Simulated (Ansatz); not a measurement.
# C₅H₈O₂: taking an electron away

The task here is to estimate one member of a computed series from the others.

Program: Ansatz 0.2.0, Gaussian basis. Level of theory: unrestricted cation, the program's frozen cores in correlated methods. These are calculated values, not measurements.

Plan: UKS PBE-D4/def2-TZVPP; UKS r2SCAN-D4/def2-TZVPP; UKS PBE0-D4/def2-TZVPP; UKS B3LYP-D4/def2-TZVPP; UKS wB97X-V/def2-TZVPP; UKS wB97M-V/def2-TZVPP; UKS B2PLYP/def2-TZVPP; UHF-CCSD(T)/def2-TZVPP; UHF-MP2/def2-QZVPP; extrapolation to the limit; then −ε(HOMO) from the neutral's earlier runs with LDA (SPW92), PBE-D4, revPBE-D4, BLYP-D4, r2SCAN-D4, B97M-V, PBE0-D4, B3LYP-D4, r2SCANh-D4, r2SCAN0-D4, HSE06-D4, BHLYP-D4, CAM-B3LYP-D4, LC-ωPBE, ωB97X-V, ωB97M-V.

### The relaxed structure

The geometry comes from an earlier relaxation with PBE0-D4 in a triple-zeta def2 set; it is a stationary point, not always the lowest conformer.

SMILES `O=C1CCCCO1`, 15 atoms, charge 0, spin multiplicity 1.

Atoms are counted from 1 here; the program's logs count them from 0.

Bond lengths: O1–C2 1.198 Å, C2–C3 1.512 Å, C2–O7 1.345 Å, C3–C4 1.519 Å, C3–H8 1.090 Å, C3–H9 1.096 Å, C4–C5 1.515 Å, C4–H10 1.092 Å, C4–H11 1.096 Å, C5–C6 1.508 Å, C5–H12 1.095 Å, C5–H13 1.093 Å, C6–O7 1.430 Å, C6–H14 1.091 Å, C6–H15 1.096 Å. Angles: O1–C2–C3 122.1°, O1–C2–O7 118.8°, C3–C2–O7 118.9°, C2–C3–C4 115.8°, C2–C3–H8 106.7°, C2–C3–H9 104.8°, C4–C3–H8 112.9°, C4–C3–H9 109.8°, H8–C3–H9 106.1°, C3–C4–C5 108.7°, C3–C4–H10 110.2°, C3–C4–H11 110.1°, C5–C4–H10 111.6°, C5–C4–H11 109.4°, H10–C4–H11 106.8°, C4–C5–C6 108.9°, C4–C5–H12 110.3°, C4–C5–H13 111.8° and more.

Set-up of the first run:

The input, in.yaml:

```yaml
crystal:
  periodic: [false, false, false]
  atoms:
    - {symbol: O, position_ang: [-1.650626, -2.028540, 1.155503]}
    - {symbol: C, position_ang: [-1.022554, -1.129966, 0.673484]}
    - {symbol: C, position_ang: [0.489016, -1.130319, 0.644241]}
    - {symbol: C, position_ang: [1.130585, -0.160853, -0.333152]}
    - {symbol: C, position_ang: [0.408870, 1.168619, -0.243513]}
    - {symbol: C, position_ang: [-1.046704, 0.957758, -0.575924]}
    - {symbol: O, position_ang: [-1.681445, -0.051094, 0.213526]}
    - {symbol: H, position_ang: [0.799366, -2.163196, 0.483830]}
    - {symbol: H, position_ang: [0.788175, -0.878548, 1.668568]}
    - {symbol: H, position_ang: [2.196025, -0.056331, -0.116032]}
    - {symbol: H, position_ang: [1.052540, -0.548225, -1.355019]}
    - {symbol: H, position_ang: [0.506470, 1.586002, 0.764637]}
    - {symbol: H, position_ang: [0.822591, 1.902100, -0.940717]}
    - {symbol: H, position_ang: [-1.636791, 1.860093, -0.410594]}
    - {symbol: H, position_ang: [-1.155529, 0.672491, -1.628848]}
basis:
  gaussian: {orbitals: def2-TZVPP}
total_charge: 1
magnetization: {spin_polarized: true, initial_magnetization: 1}
hamiltonian: {xc: pbe, dispersion: d4}
```

Command:

```sh
ansatz run in.yaml --threads 2 --pin off --events-out ev --progress --plain --max-ram 22528MiB --backend cuda --devices 0, --max-vram 18GiB
```

Steps of the session up to this table: Cation, UKS PBE-D4/def2-TZVPP; Cation, UKS r2SCAN-D4/def2-TZVPP; Cation, UKS PBE0-D4/def2-TZVPP; Cation, UKS B3LYP-D4/def2-TZVPP; Cation, UKS wB97X-V/def2-TZVPP; Cation, UKS wB97M-V/def2-TZVPP; Cation, UKS B2PLYP (frozen core)/def2-TZVPP; Cation, UHF-CCSD(T)/def2-TZVPP; Cation, UHF-MP2/def2-QZVPP.

One of the session's tables, all rows but one given; the rest of the session is left out.

Orbital estimates, from the neutral's runs:

| functional | −ε(HOMO) (eV) |
| --- | --- |
| LDA (SPW92) | 6.19 |
| PBE-D4 | 6.01 |
| revPBE-D4 | 5.93 |
| BLYP-D4 | 5.91 |
| r2SCAN-D4 | 6.32 |
| B97M-V | 6.47 |
| PBE0-D4 | 7.62 |
| B3LYP-D4 | 7.38 |
| r2SCANh-D4 | ? |
| r2SCAN0-D4 | 7.85 |
| HSE06-D4 | 7.22 |
| BHLYP-D4 | 9.20 |
| CAM-B3LYP-D4 | 9.10 |
| LC-ωPBE | 10.40 |
| ωB97X-V | 10.09 |
| ωB97M-V | 10.04 |

Q: Estimate the row for r2SCANh-D4 from the others.

Worked estimate for «−ε(HOMO) (eV)». Against the share of exact exchange, r2SCAN-D4 (0, 6.32), r2SCAN0-D4 (0.25, 7.85) give a slope of 6.12 per unit share; at 0.1 the line stands at 6.93.

**Answer.** −ε(HOMO) (eV): 6.93. In «−ε(HOMO) (eV)» the line misses by 0.00.
